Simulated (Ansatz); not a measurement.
Working through energies of removing a hydrogen of BrH₆PSi₂, SMILES [SiH3]P[SiH2]Br

Program: Ansatz 0.2.0, Python API.

The script reads `brh6psi2.xyz`:
```text
10

Si   -1.65680    0.02360    0.07150
P    -0.00210   -1.09350   -0.85970
Si    1.58110   -0.17080    0.36110
Br    2.00270    1.87220   -0.36920
H    -1.38880    1.47930    0.02120
H    -1.80900   -0.42080    1.47760
H    -2.90140   -0.26840   -0.67920
H     0.15570   -0.29760   -2.01620
H     2.81300   -0.97970    0.19720
H     1.20580   -0.14450    1.79570
```

At the Python prompt:
```pycon
>>> import ansatz as az
>>> def energy(molecule, charge=0, unpaired=0):
...     calc = (
...         molecule.calculation()
...         .basis(gaussian="6-31G*")
...         .correlation("mp2")
...     )
...     if charge:
...         calc = calc.charge(charge)
...     if unpaired:
...         calc = calc.spin("collinear", total=unpaired)
...     report = calc.run(threads=1, pin="off").report
...     if report["published_state_doubts"]:
...         print("  doubts:", report["published_state_doubts"])
...     return report["free_energy_ev"]
...
>>> def without(molecule, index):
...     rest = az.Crystal.molecule()
...     for i, site in enumerate(molecule.cartesian_sites):
...         if i != index:
...             rest = rest.atom(site.symbol, site.position_ang)
...     return rest
...
>>> brh6psi2 = az.Crystal.molecule_from_extxyz("brh6psi2.xyz")
>>> whole = energy(brh6psi2, 0)
>>> hydrogen = energy(az.Crystal.molecule().atom("H", (0, 0, 0)), 0, 1)
>>> print(f"E(molecule) = {whole:.5f} eV, E(H) = {hydrogen:.5f} eV")
E(molecule) = -95096.22956 eV, E(H) = -13.55761 eV
>>> for index in [6, 7, 9]:
...     radical = energy(without(brh6psi2, index), 0, 1)
...     print(f"H{index}: homolysis {(radical + hydrogen - whole):.3f} eV")
...     anion = energy(without(brh6psi2, index), -1)
...     print(f"H{index}: loss of a proton {(anion - whole):.3f} eV")
...
H6: homolysis 3.601 eV
H6: loss of a proton 16.460 eV
H7: homolysis 3.165 eV
H7: loss of a proton 14.896 eV
H9: homolysis 3.568 eV
H9: loss of a proton 16.003 eV
```

Reading the output:
- Total energies depend on the basis set; only differences at equal settings carry meaning.
- The geometry is a force-field or estimated start, not a minimum of this method, and the basis set is short of its limit. All parts are taken at fixed geometry, without zero-point energy.
- The spin-orbit lowering of heavy atoms is left out.
- Anions want diffuse functions, which this basis lacks.
- The whole script took 24 s on 1 thread of Arm Neoverse V2, on a shared host, peak memory 0.36 GiB.
